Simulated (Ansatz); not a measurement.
# Si5Sn: the cost of one run

Computed with Ansatz 0.2.0 (DFT PBE, scalar-relativistic, plane waves, PAW, unless a step's input says otherwise).

## 1. The starting structure

It takes space group P6/mmm (No. 191, hexagonal). The conventional cell has a = 3.927 Å, b = 3.927 Å, c = 8.340 Å, α = 90.00°, β = 90.00°, γ = 120.00°. Si (site symmetry mmm) has 2 Sn at 1.96 Å and 4 Si at 1.96 Å as nearest neighbours. Si (site symmetry 6mm) is surrounded by 1 Si at 2.64 Å and 1 Sn at 2.85 Å. Sn (site symmetry 6/mmm) has 6 Si at 1.96 Å as nearest neighbours.

Coordinates:

```cif
data_structure
_symmetry_space_group_name_H-M 'P 1'
_symmetry_Int_Tables_number 1
_cell_length_a 3.9266
_cell_length_b 3.9266
_cell_length_c 8.3401
_cell_angle_alpha 90.000
_cell_angle_beta 90.000
_cell_angle_gamma 120.000
_cell_volume 111.36
loop_
_atom_site_label
_atom_site_type_symbol
_atom_site_fract_x
_atom_site_fract_y
_atom_site_fract_z
_atom_site_occupancy
Si1 Si 0.50000 0.00000 0.50000 1
Si2 Si 0.00000 0.50000 0.50000 1
Si3 Si 0.50000 0.50000 0.50000 1
Si4 Si 0.00000 0.00000 0.84187 1
Si5 Si 0.00000 0.00000 0.15813 1
Sn1 Sn 0.00000 0.00000 0.50000 1
```

The cell is invented: random cell by space group and Wyckoff sites (P6/mmm, No. 191). Its size is a rough estimate.

## 2. A first look at the guess

Contents of input.yaml:

```yaml
crystal:
  lattice:
    - [3.92661002, 0.0, 0.0]
    - [-1.96330501, 3.40054403, 0.0]
    - [0.0, 0.0, 8.34006038]
  atoms:
    - { symbol: Si, position: [0.5, 0.0, 0.5] }
    - { symbol: Si, position: [0.0, 0.5, 0.5] }
    - { symbol: Si, position: [0.5, 0.5, 0.5] }
    - { symbol: Si, position: [0.0, 0.0, 0.84187387] }
    - { symbol: Si, position: [0.0, 0.0, 0.15812613] }
    - { symbol: Sn, position: [0.0, 0.0, 0.5] }
basis:
  ecutwfc: 420
kpoints:
  mp_grid: { grid: [6, 6, 2] }
hamiltonian:
  xc: pbe
scf:
  occupations: { method: gaussian, width: 0.1 }
  lower_state_search: "off"
output:
  forces: true
  stress: true
  eigenvalues: true
```

The run is started by

```sh
$ ansatz run input.yaml --threads 1 --pin off --max-ram 2560MiB --backend cpu --events-out ev --progress --plain --runs-dir out
```

**Question.** How long does this run take on 1 thread of AMD EPYC 7R43 (Zen 3), shared host, and how much memory does it need?

About 2.5 s, with a peak of 0.4 GiB.
